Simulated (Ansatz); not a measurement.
Consider an atomisation energy of CH₃FGeO, SMILES C[O][Ge][F] (Ansatz 0.2.0, Python API).

The script reads `ch3fgeo.xyz`:
```text
7

C    -0.51990    0.47730    0.34510
O    -0.01740    0.41670   -0.95280
Ge    1.50630   -0.47700   -0.81500
F     1.28550   -2.18520   -0.63870
H    -0.79210   -0.48980    0.73760
H     0.09880    1.11140    1.01350
H    -1.49980    1.07850    0.26470
```

The script, `run_tae.py`:
```python
"""Atomisation energy of CH3FGeO at the given geometry."""

from collections import Counter

import ansatz


def energy(molecule, charge=0, unpaired=0):
    calc = (
        molecule.calculation()
        .basis(gaussian="6-31G*")
        .functional("pbe0")
    )
    if charge:
        calc = calc.charge(charge)
    if unpaired:
        calc = calc.spin("collinear", total=unpaired)
    return calc.run().report["free_energy_ev"]


def main() -> None:
    mol = ansatz.Crystal.molecule_from_extxyz("ch3fgeo.xyz")

    # unpaired electrons of the ground-state atoms
    unpaired = {"C": 2, "O": 2, "Ge": 2, "F": 1, "H": 1}
    counts = Counter(site.symbol for site in mol.cartesian_sites)
    atom_energy = {s: energy(ansatz.Crystal.molecule().atom(s, (0, 0, 0)), 0, unpaired[s]) for s in counts}
    whole = energy(mol, 0, 0)
    for s, e in atom_energy.items():
        print(f"{s:2s} x{counts[s]}  {e:14.5f} eV")
    print(f"CH3FGeO: {whole:.5f} eV")
    split = sum(counts[s] * e for s, e in atom_energy.items()) - whole
    print(f"atomisation energy (no zero-point term): {96.485332 * split:.1f} kJ/mol, {split / sum(counts.values()):.3f} eV an atom")


if __name__ == "__main__":
    main()
```

What does it cost to take this molecule apart into atoms?

2490.6 kJ/mol from the electronic energies, without the zero-point term.

The run itself:

```console
$ python run_tae.py
C  x1     -1028.41225 eV
O  x1     -2040.44568 eV
Ge x1    -56501.22235 eV
F  x1     -2710.92443 eV
H  x3       -13.58146 eV
CH3FGeO: -62347.56208 eV
atomisation energy (no zero-point term): 2490.6 kJ/mol, 3.688 eV an atom
```

Caveats:
- Total energies depend on the basis set; only differences at equal settings carry meaning.
- The geometry is a force-field or estimated start, not a minimum of this method, and the basis set is short of its limit. All parts are taken at fixed geometry, without zero-point energy.
- Run time: 2.3 s on 1 thread of Intel(R) Xeon(R) Processor @ 2.30GHz, on a shared host, peak memory 0.26 GiB.
